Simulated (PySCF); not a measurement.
# C3H4FGa: the cost of one run

Computed with PySCF 2.14.0, with density-fitted response routines of our own, on a single molecule in the gas phase. Atoms count from 0, in the outputs and in this text.

1 further run of the same task is left out (for a known fault of the program).

## Step 1: Starting geometry

9 atoms, charge 0, multiplicity 1; geometry from: PBE0-D3(BJ)/def2-SVP.

Bonds of the start (Å): C0–C1 1.45, C1–C2 1.22, C2–Ga3 1.89, Ga3–F4 1.76, C0–H5 1.10, C0–H6 1.10, C0–H7 1.10, Ga3–H8 1.55.

## Step 2: Shielding tensors: HF/pcSseg-2

Job settings and geometry (Å):

```
{"job": {"kind": "nmr", "xc": "HF", "basis": "pcSseg-2", "pop": false}, "charge": 0, "multiplicity": 1}
C     -1.984007    -0.382912    -0.255156
C     -0.576180    -0.080643    -0.081621
C      0.611626     0.165548     0.064383
Ga     2.448860     0.560862     0.277658
F      3.448816    -0.785006     0.800707
H     -2.402500     0.160612    -1.116420
H     -2.557626    -0.091935     0.638773
H     -2.138695    -1.460378    -0.420553
H      3.206483     1.895998     0.059566
```

With the program's defaults for keys left out, this is: GIAO HF/pcSseg-2 NMR shielding, non-relativistic, gas phase.

Launch:

```bash
$ OMP_NUM_THREADS=1 python probes_run.py task.json out
```

This one command runs all jobs of the session in turn.

Q: Estimate the wall time and peak memory of this first job on 1 thread of Arm Neoverse N1, shared host.

About 38 s, with a peak of 0.98 GiB.
